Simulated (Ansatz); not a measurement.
Write the native input for Ansatz 0.2.0 that does the following.

| Property | Result |
| --- | --- |
| Task | relaxation of cell and atoms |
| Functional | LDA |
| Potentials or basis | Ansatz PAW |
| Cutoff | 420 eV (not typed: the program's choice for these potentials) |
| k mesh | 8 × 8 × 8 |
| Occupations | fermi-dirac, width 0.05 eV |
| Spin | no spin polarisation |

HfGe:

```
Hf Ge
1.0
     3.50084    0.00000    0.00000
     0.00000    3.50084    0.00000
     0.00000    0.00000    3.50084
Hf Ge
1 1
Direct
  0.00000 0.00000 0.00000
  0.50000 0.50000 0.50000
```

The cell was built by a generator and needn't be a form met in nature.

One way to write it, as run:

input.yaml

```yaml
crystal:
  lattice:
    - [3.50083787, 0.0, 0.0]
    - [0.0, 3.50083787, 0.0]
    - [0.0, 0.0, 3.50083787]
  atoms:
    - { symbol: Hf, position: [0.0, 0.0, 0.0] }
    - { symbol: Ge, position: [0.5, 0.5, 0.5] }
hamiltonian:
  xc: lda
  pseudopotentials: { kind: paw }
kpoints:
  mp_grid: { grid: [8, 8, 8] }
scf:
  occupations: { method: fermi_dirac, width: 0.05 }
output:
  forces: true
  stress: true
  eigenvalues: true
  write_density: true
  write_potential: true
  elf: true
  volumetric_format: npy
relax:
  f_tol: 0.01
  max_steps: 40
  cell: { stress_tol: 0.05 }
```

Potentials or basis: Ansatz PAW.

Run with:

```bash
$ ansatz run input.yaml --threads 2 --pin off --max-ram 5632MiB --backend cpu --events-out ev --progress --plain --runs-dir out
```

It gave:

| Item | Value |
| --- | --- |
| Relaxed volume | 17.55 Å³/atom |
| Relaxed cell | a = 3.274 Å, b = 3.274 Å, c = 3.274 Å, α = 90.00°, β = 90.00°, γ = 90.00° |
| Space group after relaxing (to 0.05 Å) | Pm-3m (No. 221) |
| Energy gained by relaxing | 256.5 meV/atom |
| Ionic steps | 6 |
| Pressure after relaxing | 0.0 GPa |
| Band gap on the k mesh | none (metal or under the smearing width) |

Caveat: the volume moved by over 15 % at a fixed basis, so the end points are rough; the plane-wave basis is chosen anew once the cell has moved, so the energies of steps on either side of that aren't comparable; the PAW data sets come from PBE, with cores solved anew for the run's functional, which leaves a small shift of forces and pressure.

It took 8.7 s on 2 threads of Arm Neoverse V1, on a shared host, peak memory 0.35 GiB.
